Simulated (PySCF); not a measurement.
# C4H4BrF3O: the cost of one run

Computed with PySCF 2.14.0 and routines of our own; the level stands in each step. Atoms count from 0.

### Step 1. The starting structure

13 atoms, charge 0, multiplicity 1; geometry from: GFN2-xTB.

### Step 2. Vibronic structure: TDA CAM-B3LYP/def2-SVPD

What the job is given:

```
{"job": {"kind": "vib", "xc": "CAM-B3LYP", "basis": "def2-SVPD", "tda": true}, "charge": 0, "multiplicity": 1}
C      2.178636    -0.547171    -0.164855
O      0.781274    -0.448401     0.078273
C      0.191292     0.716536    -0.079278
F      0.993363     1.747649    -0.368628
C     -1.126140     0.912406     0.028802
C     -2.031701    -0.209762     0.349691
F     -1.759383    -0.803134     1.525016
F     -3.308107     0.182014     0.408585
Br    -1.941255    -1.661192    -1.013373
H      2.427582    -1.589843     0.015033
H      2.413870    -0.278159    -1.197016
H      2.738915     0.096222     0.517068
H     -1.562732     1.883322    -0.117045
```

Method: TDA CAM-B3LYP/def2-SVPD vertical-gradient vibronic structure (displaced harmonic oscillators, Condon), gas phase.

Command:

```bash
OMP_NUM_THREADS=1 python excited_run.py task.json out
```

This one command runs all jobs of the session in turn.

Q: Estimate the wall time and peak memory of this first job on 1 thread of AMD EPYC 9R45, shared host.

About 47 s, with a peak of 1.5 GiB.
